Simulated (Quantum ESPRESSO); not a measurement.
# GeCN2 (R-3m) in Quantum ESPRESSO: settings compared, part 2 of 4

Quantum ESPRESSO 7.5.

## (3) Phonons, LDA

Contents of pw.in:

```
&CONTROL
  calculation = 'scf'
  prefix = 'pwscf'
  outdir = './tmp'
  pseudo_dir = './pseudo'
  tprnfor = .true.
  tstress = .true.
  disk_io = 'low'
/
&SYSTEM
  ibrav = 0
  celldm(1) = 8
  nat = 4
  ntyp = 3
  ecutwfc = 84
  nbnd = 21
  occupations = 'smearing'
  smearing = 'fd'
  degauss = 0.00367493
/
&ELECTRONS
  conv_thr = 8d-10
  electron_maxstep = 120
  mixing_beta = 0.5
/
ATOMIC_SPECIES
Ge    72.6300 Ge.upf
N     14.0070 N.upf
C     12.0110 C.upf
CELL_PARAMETERS alat
  0.4237215654655   0.2446357598792   1.1626438910703
 -0.4237215654655   0.2446357598792   1.1626438910703
  0.0000000000000  -0.4892715197584   1.1626438910703
ATOMIC_POSITIONS crystal
Ge     0.0000000000    0.0000000000    0.0000000000
N      0.5839044000    0.5839044000    0.5839044000
N      0.4160956000    0.4160956000    0.4160956000
C      0.5000000000    0.5000000000    0.5000000000
K_POINTS automatic
6 6 6 1 1 1
```

Contents of gamma.in:

```
&CONTROL
  calculation = 'bands'
  prefix = 'pwscf'
  outdir = './tmp'
  pseudo_dir = './pseudo'
  disk_io = 'low'
  verbosity = 'high'
/
&SYSTEM
  ibrav = 0
  celldm(1) = 8
  nat = 4
  ntyp = 3
  ecutwfc = 84
  nbnd = 21
  occupations = 'smearing'
  smearing = 'fd'
  degauss = 0.00367493
/
&ELECTRONS
  conv_thr = 1d-08
  electron_maxstep = 120
  mixing_beta = 0.5
  diago_full_acc = .true.
  startingwfc = 'random'
/
ATOMIC_SPECIES
Ge    72.6300 Ge.upf
N     14.0070 N.upf
C     12.0110 C.upf
CELL_PARAMETERS alat
  0.4237215654655   0.2446357598792   1.1626438910703
 -0.4237215654655   0.2446357598792   1.1626438910703
  0.0000000000000  -0.4892715197584   1.1626438910703
ATOMIC_POSITIONS crystal
Ge     0.0000000000    0.0000000000    0.0000000000
N      0.5839044000    0.5839044000    0.5839044000
N      0.4160956000    0.4160956000    0.4160956000
C      0.5000000000    0.5000000000    0.5000000000
K_POINTS crystal
1
0.0 0.0 0.0 1
```

Contents of scf2.in:

```
&CONTROL
  calculation = 'scf'
  prefix = 'pwscf'
  outdir = './tmp'
  pseudo_dir = './pseudo'
  tprnfor = .true.
  tstress = .true.
  disk_io = 'low'
/
&SYSTEM
  ibrav = 0
  celldm(1) = 8
  nat = 4
  ntyp = 3
  ecutwfc = 84
  nbnd = 21
  occupations = 'fixed'
/
&ELECTRONS
  conv_thr = 1d-13
  electron_maxstep = 120
  mixing_beta = 0.5
  startingpot = 'file'
/
ATOMIC_SPECIES
Ge    72.6300 Ge.upf
N     14.0070 N.upf
C     12.0110 C.upf
CELL_PARAMETERS alat
  0.4237215654655   0.2446357598792   1.1626438910703
 -0.4237215654655   0.2446357598792   1.1626438910703
  0.0000000000000  -0.4892715197584   1.1626438910703
ATOMIC_POSITIONS crystal
Ge     0.0000000000    0.0000000000    0.0000000000
N      0.5839044000    0.5839044000    0.5839044000
N      0.4160956000    0.4160956000    0.4160956000
C      0.5000000000    0.5000000000    0.5000000000
K_POINTS automatic
6 6 6 1 1 1
```

Contents of ph.in:

```
phonons of GeCN2
&INPUTPH
  prefix = 'pwscf'
  outdir = './tmp'
  tr2_ph = 1d-18
  fildyn = 'dyn'
  niter_ph = 90
  alpha_mix(1) = 0.7
  epsil = .true.
/
0.0000000000 0.0000000000 0.0000000000
```

Contents of dynmat.in:

```
&INPUT
  fildyn = 'dyn'
  asr = 'crystal'
  lperm = .true.
  filout = 'dynmat.disp'
  fileig = 'dynmat.eig'
/
```

Contents of dynmat_lo.in:

```
&INPUT
  fildyn = 'dyn'
  asr = 'crystal'
  filout = 'dynmat_lo.disp'
  fileig = 'dynmat_lo.eig'
  q(1) = 0
  q(2) = 0
  q(3) = 1
/
```

Potentials or basis: PseudoDojo 0.4.1 SR LDA standard.

The run is started by

```sh
OMP_NUM_THREADS=1 mpirun -n 4 pw.x -nk 4 -in pw.in > pw.out
OMP_NUM_THREADS=1 mpirun -n 4 pw.x -in gamma.in > gamma.out
OMP_NUM_THREADS=1 mpirun -n 4 pw.x -nk 4 -in scf2.in > scf2.out
OMP_NUM_THREADS=1 mpirun -n 4 ph.x -nk 4 -in ph.in > ph.out
OMP_NUM_THREADS=1 mpirun -n 1 dynmat.x -in dynmat.in > dynmat.out
OMP_NUM_THREADS=1 mpirun -n 1 dynmat.x -in dynmat_lo.in > dynmat_lo.out
```

pw.out:

```text
This program is part of the open-source Quantum ESPRESSO suite
     for quantum simulation of materials; please cite
[... 6 lines left out ...]
     using ibrav=0 with symmetry is DISCOURAGED, use correct ibrav instead

     K-points division:     npool     =       4
     Subspace diagonalization in iterative solution of the eigenvalue problem:
     a serial algorithm will be used

     G-vector sticks info
     --------------------
     sticks:   dense  smooth     PW     G-vecs:    dense   smooth      PW
     Sum        1725    1725    517                38623    38623    6347

     Using Slab Decomposition

     bravais-lattice index     =            0
     lattice parameter (alat)  =       8.0000  a.u.
     unit-cell volume          =     370.2273 (a.u.)^3
     number of atoms/cell      =            4
     number of atomic types    =            3
     number of electrons       =        28.00
     number of Kohn-Sham states=           21
     kinetic-energy cutoff     =      84.0000  Ry
     charge density cutoff     =     336.0000  Ry
     scf convergence threshold =      8.0E-10
     mixing beta               =       0.5000
     number of iterations used =            8  plain     mixing
     Exchange-correlation= SLA  PW   NOGX NOGC
                           (   1   4   0   0   0   0   0)

[... 98 lines left out ...]
     Self-consistent Calculation

     iteration #  1     ecut=    84.00 Ry     beta= 0.50
     Davidson diagonalization with overlap
     ethr =  1.00E-02,  avg # of iterations =  6.5

     total energy              =    -231.66229244 Ry
     estimated scf accuracy    <       0.75806926 Ry
[... 50 lines left out ...]
     iteration #  9     ecut=    84.00 Ry     beta= 0.50
     Davidson diagonalization with overlap
     ethr =  1.08E-10,  avg # of iterations =  2.1

     End of self-consistent calculation

          k =-0.0000 0.0000 0.0717 (  4815 PWs)   bands (ev):

   -18.5289 -18.5087 -18.5087 -18.5037 -18.5037 -12.7756 -10.7194  -4.3647
     0.7869   1.0467   1.0467   4.2750   4.3543   4.3543   8.5385   9.4966
     9.4966  11.1590  13.3078  13.3078  16.2160
[... 105 lines left out ...]
   -18.5288 -18.5086 -18.5086 -18.5038 -18.5038 -12.6978 -10.8786  -4.0652
     0.3210   1.0486   1.0486   4.3131   4.3131   4.6759   7.8230   9.8811
     9.8811  12.2797  12.5842  12.5842  16.2624

          k = 0.0000-0.2271 0.2628 (  4796 PWs)   bands (ev):

   -18.5266 -18.5108 -18.5084 -18.5064 -18.5004 -12.5946 -10.8694  -3.7312
     0.0926   0.4080   1.0385   3.4548   3.8234   5.2058   8.2667   9.0658
    11.2844  11.5482  12.3576  13.7044  15.6975

          k = 0.0000 0.9084 0.0239 (  4829 PWs)   bands (ev):
[... 43 lines left out ...]
   -18.5265 -18.5109 -18.5084 -18.5065 -18.5005 -12.5324 -10.9803  -3.4796
    -0.1978   0.4266   0.9297   3.0498   4.1337   5.9367   7.8440   9.4869
    10.1838  11.8260  12.2684  14.3713  16.0801

     the Fermi energy is     6.6944 ev

!    total energy              =    -231.88481723 Ry
     estimated scf accuracy    <          5.0E-10 Ry
     smearing contrib. (-TS)   =      -0.00000004 Ry
     internal energy E=F+TS    =    -231.88481719 Ry

     The total energy is F=E-TS. E is the sum of the following terms:
     one-electron contribution =    -112.12619869 Ry
     hartree contribution      =      71.49126407 Ry
     xc contribution           =     -58.96508183 Ry
     ewald contribution        =    -132.28480074 Ry

     convergence has been achieved in   9 iterations

     Forces acting on atoms (cartesian axes, Ry/au):

     atom    1 type  1   force =     0.00000000   -0.00000000   -0.00000000
     atom    2 type  2   force =     0.00000000   -0.00000000   -0.00525844
     atom    3 type  2   force =     0.00000000   -0.00000000    0.00525844
     atom    4 type  3   force =    -0.00000000    0.00000000    0.00000000

     Total force =     0.007437     Total SCF correction =     0.000047

     Computing stress (Cartesian axis) and pressure

          total   stress  (Ry/bohr**3)                   (kbar)     P=      -62.52
  -0.00038407   0.00000000  -0.00000000          -56.50        0.00       -0.00
  -0.00000000  -0.00038407  -0.00000000           -0.00      -56.50       -0.00
   0.00000000   0.00000000  -0.00050685            0.00        0.00      -74.56

=------------------------------------------------------------------------------=
   JOB DONE.
=------------------------------------------------------------------------------=
```

scf2.out:

```text
This program is part of the open-source Quantum ESPRESSO suite
     for quantum simulation of materials; please cite
[... 6 lines left out ...]
     using ibrav=0 with symmetry is DISCOURAGED, use correct ibrav instead

     K-points division:     npool     =       4
[... 357 lines left out ...]
  -0.00038398   0.00000000   0.00000000          -56.49        0.00        0.00
  -0.00000000  -0.00038398  -0.00000000           -0.00      -56.49       -0.00
  -0.00000000  -0.00000000  -0.00050663           -0.00       -0.00      -74.53

=------------------------------------------------------------------------------=
   JOB DONE.
=------------------------------------------------------------------------------=
```

It took 18 min on 4 MPI ranks of Arm Neoverse V1, shared host; peak memory 0.76 GiB.

Results:

| Quantity | Value |
| --- | --- |
| Free energy | -3154.9537 eV |
| Pressure | -6.2 GPa |
| Largest force | 0.135 eV/Å |
| Electronic dielectric tensor (diagonal) | 6.09, 6.09, 14.74 |
| Born charges (mean of the diagonal) | Ge +4.22; N -3.42; C +2.66 e |
| Highest phonon frequency at Γ, LO-TO splitting left out | 1850 cm⁻¹ |
| Most unstable mode | 116i cm⁻¹ |

Forces on the atoms (eV/Å):
```
Ge   0.000  0.000  0.000
N    0.000  0.000 -0.135
N    0.000  0.000  0.135
C    0.000  0.000  0.000
```

Levels at points of the mesh, in eV from the valence-band top:
```csv
k point,band 10,band 11,band 12,band 13,band 14,band 15,band 16,band 17,band 18,band 19
"(0.08, 0.08, 0.08)",-5.05,-5.05,-1.82,-1.74,-1.74,2.45,3.40,3.40,5.07,7.22
```

Phonon frequencies in cm⁻¹ (negative: imaginary):
| q point | frequencies |
| --- | --- |
| (0.000, 0.000, 0.000) | -116 -116 -1 3 3 179 242 242 614 614 1242 1850 |

Electronic dielectric tensor:
```
 6.09  0.00  0.00
 0.00  6.09  0.00
 0.00  0.00 14.74
```

Born effective charge tensors (e):
atom 1, Ge
```
4.12 0.00 0.00
0.00 4.12 0.00
0.00 0.00 4.41
```
atom 2, N
```
-1.56  0.00  0.00
 0.00 -1.56  0.00
 0.00  0.00 -7.15
```
atom 3, N
```
-1.56  0.00  0.00
 0.00 -1.56  0.00
 0.00  0.00 -7.15
```
atom 4, C
```
-1.00  0.00  0.00
 0.00 -1.00  0.00
 0.00  0.00  9.99
```

Optical modes at Γ, degenerate ones joined, polar ones without the macroscopic field:
| cm⁻¹ | components | symmetry | active in | IR intensity, summed ((D/Å)²/amu) |
| --- | --- | --- | --- | --- |
| 116i | 2 | Eu | IR | 30.23 |
| 179 | 1 | A2u | IR | 31.19 |
| 242 | 2 | Eg | Raman | 0.00 |
| 614 | 2 | Eu | IR | 0.43 |
| 1242 | 1 | A1g | Raman | 0.00 |
| 1850 | 1 | A2u | IR | 335.05 |

Zone-centre frequencies without and with the macroscopic field along z (cm⁻¹):
```
                          optical modes in rising order
       without  116i 116i 179 242 242 614 614 1242 1850
with the field  116i 116i 242 242 311 614 614 1242 2079
```

Caveat: the atoms weren't relaxed first, which shifts the frequencies; the mesh is thin for the dielectric tensor, Born charges and intensities, which usually come out too large; some modes are imaginary; the cell is more than 3 GPa from zero pressure, which shifts response properties.

(Continued in part 3 of 4.)
